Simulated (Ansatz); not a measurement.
# CH7NO2Si: basis-set convergence

Aim: see how fast density functionals converge with the basis set for CH7NO2Si.

Method: one geometry, several basis sets; program: Ansatz 0.2.0, Gaussian basis.

Levels to be run: PBE0-D4/def2-SVP; ωB97M-V/def2-SVP; PBE0-D4/def2-QZVPP; ωB97M-V/def2-QZVPP; the functionals' def2-TZVPP values are taken from earlier runs.

**1. The geometry**

The geometry comes from an earlier relaxation with PBE0-D4 in a triple-zeta def2 set; it is a stationary point, not always the lowest conformer.

SMILES `CO[SiH](N)O`, 12 atoms, charge 0, spin multiplicity 1.

Atoms are counted from 1 here; the program's logs count them from 0.

Bond lengths: C1–O2 1.409 Å, C1–H6 1.094 Å, C1–H7 1.092 Å, C1–H8 1.096 Å, O2–Si3 1.633 Å, Si3–N4 1.701 Å, Si3–O5 1.643 Å, Si3–H9 1.486 Å, N4–H10 1.008 Å, N4–H11 1.007 Å, O5–H12 0.958 Å. Angles: O2–C1–H6 111.3°, O2–C1–H7 108.2°, O2–C1–H8 111.5°, H6–C1–H7 108.9°, H6–C1–H8 108.6°, H7–C1–H8 108.3°, C1–O2–Si3 124.0°, O2–Si3–N4 112.4°, O2–Si3–O5 104.9°, O2–Si3–H9 110.4°, N4–Si3–O5 111.1°, N4–Si3–H9 106.6°, O5–Si3–H9 111.5°, Si3–N4–H10 120.7°, Si3–N4–H11 119.3°, H10–N4–H11 111.2°, Si3–O5–H12 116.5°.

**2. PBE0-D4 in def2-SVP**

The input, in.yaml:

```yaml
crystal:
  periodic: [false, false, false]
  atoms:
    - {symbol: C, position_ang: [-1.799314, -0.881249, -0.270305]}
    - {symbol: O, position_ang: [-0.455479, -0.651279, -0.626973]}
    - {symbol: Si, position_ang: [0.618671, 0.137213, 0.316536]}
    - {symbol: N, position_ang: [2.083148, 0.449824, -0.489628]}
    - {symbol: O, position_ang: [-0.134845, 1.535791, 0.736901]}
    - {symbol: H, position_ang: [-2.333355, 0.059476, -0.106700]}
    - {symbol: H, position_ang: [-2.281273, -1.423738, -1.085684]}
    - {symbol: H, position_ang: [-1.874576, -1.488435, 0.639595]}
    - {symbol: H, position_ang: [0.956802, -0.679066, 1.510972]}
    - {symbol: H, position_ang: [2.092014, 0.953597, -1.362589]}
    - {symbol: H, position_ang: [2.818728, -0.237399, -0.458698]}
    - {symbol: H, position_ang: [0.386377, 2.169966, 1.230573]}
basis:
  gaussian: {orbitals: def2-SVP}
hamiltonian: {xc: pbe0, dispersion: d4}
output: {orbitals: {seedname: orbitals}}
```

The run is started by

```
> ansatz run in.yaml --threads 4 --pin off --events-out ev --progress --plain --max-ram 10444MiB
```

The log of the run:

```text
Functional definition: PBE0
  name "PBE0"
  cite "Adamo & Barone, J. Chem. Phys. 110, 6158 (1999) doi:10.1063/1.478522"
  cite "Perdew, Burke & Ernzerhof, Phys. Rev. Lett. 77, 3865 (1996) doi:10.1103/PhysRevLett.77.3865"
  parent pbe
  parameter a = 0.25
  parameter kappa = 0.804
  parameter beta = 0.06672455060314922
  exchange = (1 - a)*pbe_x(kappa = kappa, mu = beta*pi^2/3) + a*exact_x
  correlation = pbe_c(beta = beta)
1218 factors; their error is unknown
mean field evaluation 1: about -14587.0484 eV, gradient 7.4e1 eV
mean field evaluation 2: about -14579.4657 eV, gradient 9.6e1 eV
mean field evaluation 4: about -14597.1926 eV, gradient 3.4e0 eV
mean field evaluation 8: about -14597.2144 eV, gradient 4.5e-2 eV
mean field -14597.26549233 eV, -536.4396124613 hartree, gradient 8.7e-5 eV, S^2 0.000000; 0 other end points of the search recorded, 0 dependent functions left out
reference -14597.26552010 eV, -536.4396134818 hartree; 25, 25 occupied and 84, 84 virtual orbitals, 1218 factors
Total energy: -14597.45657210 eV, -536.4466345134 hartree
```

Wall time 1.1 s (4 threads of Arm Neoverse V1, shared host); peak memory 0.46 GiB.

**3. ωB97M-V in def2-SVP**

in.yaml: that of step 2 with these lines changed.

```diff
@@ -17,3 +17,3 @@
   gaussian: {orbitals: def2-SVP}
-hamiltonian: {xc: pbe0, dispersion: d4}
+hamiltonian: {xc: {name: wB97M-V}}
 output: {orbitals: {seedname: orbitals}}
```

Same command.

The log of the run, shortened:

```text
Functional definition: wB97M-V
  name "wB97M-V"
  cite "Mardirossian & Head-Gordon, J. Chem. Phys. 144, 214110 (2016) doi:10.1063/1.4952647"
  cite "Becke, J. Chem. Phys. 107, 8554 (1997) doi:10.1063/1.475007"
  cite "Vydrov & Van Voorhis, J. Chem. Phys. 133, 244103 (2010) doi:10.1063/1.3521275"
  # Of w^i u^j: cxij and so on, Table III.
[...]
  gx(w, u) = 1 - cx + cx01*u + cx10*w
  gss(w, u) = css00 + css04*u^4 + css10*w + css20*w^2 + css43*w^4*u^3
  gos(w, u) = cos00 + cos10*w + (cos20 + cos21*u)*w^2 + (cos60 + cos61*u)*w^6
[...]
      + integral(e_c_pw_mod_opposite_spin*gos(b97_w_opposite, b97_u_opposite)) + vv10(b, c)
1218 factors; their error is unknown
315 factors; integrals over basis functions are off by at most 8.4e-6 eV
[...]
mean field -14604.87163423 eV, -536.7191330205 hartree, gradient 2.0e-5 eV, S^2 0.000000; 0 other end points of the search recorded, 0 dependent functions left out
reference -14604.87167759 eV, -536.7191346137 hartree; 25, 25 occupied and 84, 84 virtual orbitals, 1218 factors
Total energy: -14604.87167759 eV, -536.7191346137 hartree
```

Run time: 4.4 s. Hardware: 4 threads of Arm Neoverse V1, shared host; peak memory 0.46 GiB.

**4. PBE0-D4 in def2-QZVPP**

in.yaml: that of step 3 with these lines changed.

```diff
@@ -16,4 +16,4 @@
 basis:
-  gaussian: {orbitals: def2-SVP}
-hamiltonian: {xc: {name: wB97M-V}}
+  gaussian: {orbitals: "def2-QZVPP.json"}
+hamiltonian: {xc: pbe0, dispersion: d4}
 output: {orbitals: {seedname: orbitals}}
```

The command is unchanged.

The log of the run:

```text
Functional definition: PBE0
  name "PBE0"
  cite "Adamo & Barone, J. Chem. Phys. 110, 6158 (1999) doi:10.1063/1.478522"
  cite "Perdew, Burke & Ernzerhof, Phys. Rev. Lett. 77, 3865 (1996) doi:10.1103/PhysRevLett.77.3865"
  parent pbe
  parameter a = 0.25
  parameter kappa = 0.804
  parameter beta = 0.06672455060314922
  exchange = (1 - a)*pbe_x(kappa = kappa, mu = beta*pi^2/3) + a*exact_x
  correlation = pbe_c(beta = beta)
1529 factors; their error is unknown
mean field evaluation 1: about -14595.5615 eV, gradient 8.9e1 eV
mean field evaluation 2: about -14580.1103 eV, gradient 1.2e2 eV
mean field evaluation 4: about -14609.2309 eV, gradient 6.5e0 eV
mean field evaluation 8: about -14609.3103 eV, gradient 3.3e-1 eV
mean field evaluation 16: about -14609.3104 eV, gradient 4.5e-5 eV
mean field -14609.31041175 eV, -536.8822550856 hartree, gradient 4.5e-5 eV, S^2 0.000000; 0 other end points of the search recorded, 0 dependent functions left out
reference -14609.31045179 eV, -536.8822565571 hartree; 25, 25 occupied and 483, 483 virtual orbitals, 1529 factors
Total energy: -14609.50150380 eV, -536.8892775887 hartree
```

It took 12 s on 4 threads of Arm Neoverse V1, shared host; peak memory 1.8 GiB.

**5. ωB97M-V in def2-QZVPP**

in.yaml: that of step 4 with these lines changed.

```diff
@@ -17,3 +17,3 @@
   gaussian: {orbitals: "def2-QZVPP.json"}
-hamiltonian: {xc: pbe0, dispersion: d4}
+hamiltonian: {xc: {name: wB97M-V}}
 output: {orbitals: {seedname: orbitals}}
```

Launched as before.

The log of the run, shortened:

```text
Functional definition: wB97M-V
  name "wB97M-V"
  cite "Mardirossian & Head-Gordon, J. Chem. Phys. 144, 214110 (2016) doi:10.1063/1.4952647"
  cite "Becke, J. Chem. Phys. 107, 8554 (1997) doi:10.1063/1.475007"
  cite "Vydrov & Van Voorhis, J. Chem. Phys. 133, 244103 (2010) doi:10.1063/1.3521275"
  # Of w^i u^j: cxij and so on, Table III.
[...]
  gx(w, u) = 1 - cx + cx01*u + cx10*w
  gss(w, u) = css00 + css04*u^4 + css10*w + css20*w^2 + css43*w^4*u^3
  gos(w, u) = cos00 + cos10*w + (cos20 + cos21*u)*w^2 + (cos60 + cos61*u)*w^6
[...]
      + integral(e_c_pw_mod_opposite_spin*gos(b97_w_opposite, b97_u_opposite)) + vv10(b, c)
1509 factors; their error is unknown
404 factors; integrals over basis functions are off by at most 7.5e-6 eV
[...]
mean field -14617.13540829 eV, -537.1698184043 hartree, gradient 4.0e-5 eV, S^2 0.000000; 0 other end points of the search recorded, 0 dependent functions left out
reference -14617.13547194 eV, -537.1698207435 hartree; 25, 25 occupied and 483, 483 virtual orbitals, 1509 factors
Total energy: -14617.13547194 eV, -537.1698207435 hartree
```

Wall time 24 s (4 threads of Arm Neoverse V1, shared host); peak memory 2.2 GiB.

**6. Density functionals: the series**

The def2-TZVPP values come from earlier runs at the same geometry.

| functional | basis | functions | energy (eV) | from the largest (eV) | HOMO (eV) | LUMO (eV) |
| --- | --- | --- | --- | --- | --- | --- |
| PBE0-D4 | def2-SVP | 109 | -14597.4566 | 12.045 | -7.54 | 1.77 |
| PBE0-D4 | def2-TZVPP | 264 | -14608.8046 | 0.697 | -7.80 | 1.02 |
| PBE0-D4 | def2-QZVPP | 508 | -14609.5015 | 0.000 | -7.86 | 0.59 |
| ωB97M-V | def2-SVP | 109 | -14604.8717 | 12.264 | -9.96 | 3.41 |
| ωB97M-V | def2-TZVPP | 264 | -14616.4772 | 0.658 | -10.24 | 2.42 |
| ωB97M-V | def2-QZVPP | 508 | -14617.1355 | 0.000 | -10.29 | 1.77 |

**7. What came out**

| quantity | value |
| --- | --- |
| PBE0-D4: double and triple zeta above quadruple | 12.04, 0.70 eV |
| ωB97M-V: double and triple zeta above quadruple | 12.26, 0.66 eV |

For PBE0-D4 the step from double to triple zeta gains 11.35 eV and the next only 0.70 eV. These are total energies; as a rule much of such shifts cancels in differences, which this series doesn't test. The LUMO of ωB97M-V is positive and keeps falling with the basis (3.41 to 1.77 eV): an unbound level that the basis holds in place.

For PBE0-D4 the largest set took about 11 times as long as the smallest (12 s against 1.1 s).
